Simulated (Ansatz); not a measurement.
# AgB2 (P6/mmm) in Ansatz: notebook, part 2 of 2

Ansatz 0.2.0. The steps go on from the part before.

## 5. Single point, HSE06 form with a typed share of exact exchange

input reads:

```
crystal:
  lattice:
    - [3.0, 0.0, 0.0]
    - [-1.5, 2.5980762114, 0.0]
    - [0.0, 0.0, 3.24]
  atoms:
    - { symbol: Ag, position: [0.0, 0.0, 0.0] }
    - { symbol: B, position: [0.6666666667, 0.3333333333, 0.5] }
    - { symbol: B, position: [0.3333333333, 0.6666666667, 0.5] }
hamiltonian:
  xc: { exchange: pbe, correlation: pbe, exx: { coeff: 0.25, omega: 0.3 } }
  pseudopotentials: { kind: paw }
kpoints:
  mp_grid: { grid: [5, 5, 4] }
scf:
  occupations: { method: fermi_dirac, width: 0.05 }
output:
  forces: true
  stress: true
  eigenvalues: true
```

Potentials or basis: Ansatz PAW.

Log:

```text
Warning: output.stress: scf.convergence.dr2_threshold = 1e-7 eV (the SCF's general default) is looser than the 3e-10 eV advised for a printed stress (1e-10 eV for each atom of the cell: 3). What an SCF threshold leaves in a stress goes as its square root, and in the free energy as the threshold itself, and one threshold admits the most on a small cell: of the crystals measured, under no hybrid functional and no lock of the moments, on runs that ended without the residual-converged pass, on stresses that held no estimate of that error, the worst erred by over 100 MPa in a component at 1e-7 eV an atom and by under 5 at 1e-10. Set scf.convergence.dr2_threshold to 3e-10 eV or tighter. The threshold is an SCF's pass mark: one that does not reach it within its budget of iterations ends unconverged, or closes short of it on a stop that the run arms, and scf.convergence.dr2_threshold's page says what that costs each kind of run
Warning: output.stress: scf.exx.energy_threshold = 1e-6 eV is looser than the 3e-8 eV advised for a stress under a hybrid functional (1e-8 eV for each atom of the cell: 3). Every SCF of the exchange loop can meet its threshold on dr2 while the loop round them stops early: no threshold on dr2 bounds what that leaves in the stress. Set scf.exx.energy_threshold to 3e-8 eV or tighter. The threshold is the loop's pass mark: a loop that does not reach it within its budget of cycles ends unconverged, and scf.exx.energy_threshold's page has the law
GPUs: using 1 of 1 available (devices: 1).
Engine: ansatz 0.2.0, x86_64-unknown-linux-gnu
Pseudopotentials: kind: paw
Pseudopotential: Ag, paw, valence charge 19, recommended cutoff 420 eV (normal), Ag.paw.azcp
Pseudopotential: B, paw, valence charge 3, recommended cutoff 420 eV (normal), B.paw.azcp
Functional definition: unnamed
  parameter a_1 = 0.25
  parameter omega_1 = 0.3/angstrom
  exchange = pbe_x + (-a_1)*pbe_x_sr(omega_1) + a_1*exact_x_sr(omega_1)
  correlation = pbe_c
device memory: the entry about to start is reckoned to put 0.4 GiB on a device that reports 34.7 GiB free (of which the cap on the GPU budget leaves the run 18.0 GiB)
GPU FFT provider: cuFFT
GPU libraries: cuBLAS 13.8.2, cuFFT 12.4.0, cuSOLVER 12.3.4
Crystal: 3 atoms, lattice volume = 25.253 Å³
Basis set: ecut = 420 eV, 491 PW (Γ), exchange–correlation on 48×48×48 points (8 copies of the dense FFT grid, shifted against one another)
Bands: 17, of which v1, the nominal top of the filled ones, is band 13 counted from 1 (12 counted from 0)
Symmetry: 24 space group operations
Space group: P6/mmm (ITA 191), of the structure as read, at distance tolerance 2.9e-5 Å
k-points: 15 of 100
Non-local potential: Ag, projectors of the file, l = 0: 3, l = 1: 2, l = 2: 2, l = 3: 1
Non-local potential: B, projectors of the file, l = 0: 2, l = 1: 2, l = 2: 1
PAW form: soft (Blöchl's): semilocal exchange-correlation on the pseudo side does not see the compensation charge
PAW frozen core: Ag, regenerated for the run's functional, and the local potential with it (the file was generated under x = pbe(κ = 0.804, μ = 0.2195149727645171), c = pbe(β = 0.06672455060314922))
PAW frozen core: B, regenerated for the run's functional, and the local potential with it (the file was generated under x = pbe(κ = 0.804, μ = 0.2195149727645171), c = pbe(β = 0.06672455060314922))
PAW one-centre angular grid: Ag, 590 points (default); XC on 96 Gauss nodes
PAW one-centre angular grid: B, 110 points (default); XC on 64 Gauss nodes
Initial density: superposition of atomic densities (neutral atoms: chi_scale 0, normalization atom), corrected by the library's trained network
Initial wavefunctions: pseudopotential atomic-orbital guess
GPU buffer pool allocated for 13824 grid points (all kernels)
GPU transforms: local potential and band sums: pruned to the plane-wave sphere, on 24×24×24
Functional: x = pbe(κ = 0.804, μ = 0.2195149727645171), c = pbe(β = 0.06672455060314922), warm-up for x = pbe(κ = 0.804, μ = 0.2195149727645171) + 0.25 (exact − pbe) at short range (hse, ω = 0.3 Å⁻¹), c = pbe(β = 0.06672455060314922)
SCF iter   1: F=—  HF=-7899.574920 eV  |F-HF|=—  |Δ(HF+E_count)|=         —  Δρ=5.49e-3  dr2=6.71e-3  ethr=1.77e-3  ⟨swp⟩=5.8  Hψ=1015  notcnv=0
preconditioner: auto → none  [insulator: Δε(μ)=0.265 eV  Ē_g=12.745 eV  σ=0.050 eV  W_gap=0.84  n_scr=8 (ndim 8)  ℏωp=30.5 eV  f_vac=0.000  D(μ)=0.87/eV (n_scr^D=8)]
SCF iter   2: F=—  HF=-7899.573137 eV  |F-HF|=—  |Δ(HF+E_count)|=   1.78e-3  Δρ=2.26e-3  dr2=1.13e-3  ethr=2.68e-5  ⟨swp⟩=3.1  Hψ=512  notcnv=0
iter 3 solved again at ethr=1.10e-7 eV; its pass at ethr=4.51e-6 eV (dr2=2.74e-5 eV) is discarded
SCF iter   3: F=—  HF=-7899.572903 eV  |F-HF|=—  |Δ(HF+E_count)|=   2.34e-4  Δρ=4.62e-4  dr2=2.61e-5  ethr=1.10e-7  ⟨swp⟩=2.7  Hψ=1033  notcnv=0
SCF iter   4: F=—  HF=-7899.572897 eV  |F-HF|=—  |Δ(HF+E_count)|=   5.91e-6  Δρ=1.01e-4  dr2=7.12e-7  ethr=1.05e-7  ⟨swp⟩=3.0  Hψ=567  notcnv=0
SCF iter   5: F=—  HF=-7899.572898 eV  |F-HF|=—  |Δ(HF+E_count)|=   5.30e-7  Δρ=1.11e-5  dr2=6.66e-9  ethr=2.85e-9  ⟨swp⟩=2.6  Hψ=458  notcnv=0
[... 22 lines left out ...]
SCF 2 stopped early in 7 iterations: F = -7902.881757 eV  dr2 = 1.37e-6
hybrid outer 1: dexx = +4.585e-3 eV, tail = 1.07e-5 eV
GPU FFT provider: cuFFT
GPU libraries: cuBLAS 13.8.2, cuFFT 12.4.0, cuSOLVER 12.3.4
GPU buffer pool allocated for 13824 grid points (all kernels)
GPU transforms: local potential and band sums: pruned to the plane-wave sphere, on 24×24×24
Exchange kernel: α = 0.2500, screened, ω = 0.3000 Å⁻¹, Wigner–Seitz truncation, v(0) = 501.8387 eV·Å³, q-mesh 5×5×4, nearest image of the exchange supercell L = 12.96 Å, pair-density grid 15×15×15, without the augmentation charges, whose exchange is taken in its separable form by FFT convolution over the k-point mesh (sized by the pseudopotential files, 18×18×24 at the most), smooth part of the exact exchange by density-matrix convolution in up to 955.9 MiB of GPU memory as planned if the GPU has room (build and FFT work areas not counted)
Frozen-core exchange: fock
SCF iter   1: F=—  HF=-7902.881779 eV  |F-HF|=—  |Δ(HF+E_count)|=         —  Δρ=4.81e-5  dr2=2.71e-7  ethr=2.14e-7  ⟨swp⟩=3.4  Hψ=603  notcnv=0
preconditioner: auto → none  [insulator: Δε(μ)=0.117 eV  Ē_g=14.361 eV  σ=0.050 eV  W_gap=0.52  n_scr=8 (ndim 8)  ℏωp=30.5 eV  f_vac=0.000  D(μ)=1.36/eV (n_scr^D=20)]
SCF iter   2: F=—  HF=-7902.881779 eV  |F-HF|=—  |Δ(HF+E_count)|=   4.68e-8  Δρ=1.64e-5  dr2=3.90e-8  ethr=9.53e-10  ⟨swp⟩=3.0  Hψ=544  notcnv=0
SCF iter   3: F=-7902.881779 eV  HF=-7902.881779 eV  |F-HF|=7.17e-9  |Δ(HF+E_count)|=   1.03e-7  Δρ=5.77e-6  dr2=1.10e-8  ethr=5.95e-11  ⟨swp⟩=3.6  Hψ=679  notcnv=0
SCF 3 converged in 3 iterations: F = -7902.881779 eV  dr2 = 1.10e-8
  Residual-converged pass: ⟨swp⟩=2.0  Hψ=426  notcnv=0  max |occ|·‖R‖ = 2.1e-6 eV (tolerance 2.4e-6 eV)  dr2=1.10e-8  dr2_onsite=3.44e-10  max |Δocc| = 2.5e-12
hybrid outer 2: dexx = +1.894e-7 eV, tail = 3.07e-8 eV, Δε = 9.89e-4 eV (about 5.35e-5 eV left of the loop's levels)
hybrid SCF converged: 2 outer / 10 inner (+6 warm-up), last move |dexx| = 1.89e-7 eV, tail = 3.07e-8 eV
Stability not checked: this state was not tested for a lower state beside it, because the functional holds exact exchange (a hybrid, or Hartree-Fock), whose exchange loop this test does not read (fock_operator; see scf.lower_state_search)
Free energy (F): -7902.881779 eV
Frozen-core exchange: fock
Harris-Foulkes:  -7902.881779 eV  (|F-HF|=7.17e-9)
Internal energy: -7902.871324 eV  (E = F + TS)
E sigma→0 (E₀):  -7902.876551 eV
Entropy (-TS):   -0.010455 eV (-3.485 meV/atom)
Fermi energy:    18.109809 eV
--- Per-component energies (eV) ---
  E_band       = -212.579487
  E_kinetic    = 634.265862
  E_local      = -2350.131252  (includes V_loc(G=0)·N_el)
  E_nonlocal   = 105.379768
  E_hartree    = 1093.778484
  E_xc         = -206.376093
  E_vxc        = -254.920687  (∫ρ·V_xc dr)
  E_exx        = -86.607022  (= α·E_x^exact, valence–valence)
  E_paw        = -4022.979242  (= ΣΔE_a)
  E_vpaw       = -361.517661  (= ΣTr[D̂ρ^β])
  E_aug_tail   = 0.000328  (compensation charges beyond the density's cutoff)
  E_ewald      = -3069.599408
  E_core_change = -0.602748  (= ΣΔE_core)
  E_smearing   = -0.010455  (= −TS)
  E_closure    = -0.000000  (closes the sum)
  Σ components = -7902.881779   (vs F -7902.881779, Δ=-9.09e-13)
--- Forces (eV/Å), atoms counted from 1 ---
  atom   1  Ag     0.00000000     0.00000000     0.00000000
  atom   2  B      0.00000000     0.00000000     0.00000000
  atom   3  B     -0.00000000    -0.00000000     0.00000000
  max |Σ_I F_I| component: 1.39e-17 eV/Å
--- Stress (GPa, compression-positive) ---
       39.102493      -0.000000       0.000000
       -0.000000      39.102493       0.000000
        0.000000       0.000000      77.667993
  P = ⅓ Tr σ = 51.9577 GPa (519.577 kbar)
--- Band table (eV; the first three rows and the last of 15) ---
  k-point 0: bands = ["-79.4898", "-41.6455", "-41.6455", "-41.6286", "2.3558", "10.0969", "10.6774", "10.6774", "12.3240", "12.3240", "14.8937", "19.2736", "19.2736", "24.5280", "24.5280", "24.6682", "26.2577"]
  k-point 1: bands = ["-79.4892", "-41.6439", "-41.6439", "-41.6424", "3.2078", "9.4743", "10.9658", "10.9658", "11.9224", "11.9224", "13.2294", "18.5905", "18.5905", "26.0906", "26.1302", "26.1302", "28.3478"]
  k-point 2: bands = ["-79.4886", "-41.6562", "-41.6424", "-41.6424", "4.6410", "7.7737", "11.2988", "11.2988", "11.5658", "11.5658", "12.6179", "17.8896", "17.8896", "25.9339", "28.2479", "28.2479", "29.6245"]
  k-point 14: bands = ["-79.4804", "-41.7283", "-41.6884", "-41.6413", "6.4712", "8.1263", "10.0313", "11.0553", "11.3980", "12.7277", "15.9618", "16.4193", "16.9867", "19.4225", "23.7592", "27.4229", "32.6564"]
```

Run time: 40 s. Hardware: 1 × NVIDIA H100 80GB HBM3 with 2 threads of AMD EPYC 7R13 (Zen 3), shared host; peak memory 1.5 GiB.

What came out:

* Free energy: -7902.8818 eV
* Pressure: 52.0 GPa
* Band gap on the k mesh: none (metal or under the smearing width)

Caveat: the k mesh is coarse (spacing up to 0.48 Å⁻¹), so the values aren't converged, least of all with exact exchange; a pressure of tens of GPa on the cell as given is suspect, and the run, the potentials or the cell itself is likely at fault; the PAW data sets come from PBE, with cores solved anew for the run's functional, which leaves a small shift of forces and pressure; the thresholds are loose for stress.

## 6. Summary

```csv
screening (1/Å),gap on the mesh (eV),pressure (GPa)
0.1,none,51.7
0.15,none,51.5
0.2,none,51.6
0.3,none,52.0
```

Alike in all rows: task single point; level HSE06 form with a typed share of exact exchange; potentials or basis Ansatz PAW; no spin polarisation; cell as given; k mesh 5 × 5 × 4; cutoff (eV) 420; smearing fermi-dirac 0.05 eV; the mesh is coarse, so values aren't converged.

Caveats: all runs use coarse meshes; a pressure of tens of GPa on the cell as given is suspect, and the run, the potentials or the cell itself is likely at fault; the PAW data sets come from PBE, with cores solved anew for the run's functional, which leaves a small shift of forces and pressure; the thresholds are loose for stress.

Total energies depend on the potentials used, so only differences within one code and one set of settings carry meaning.
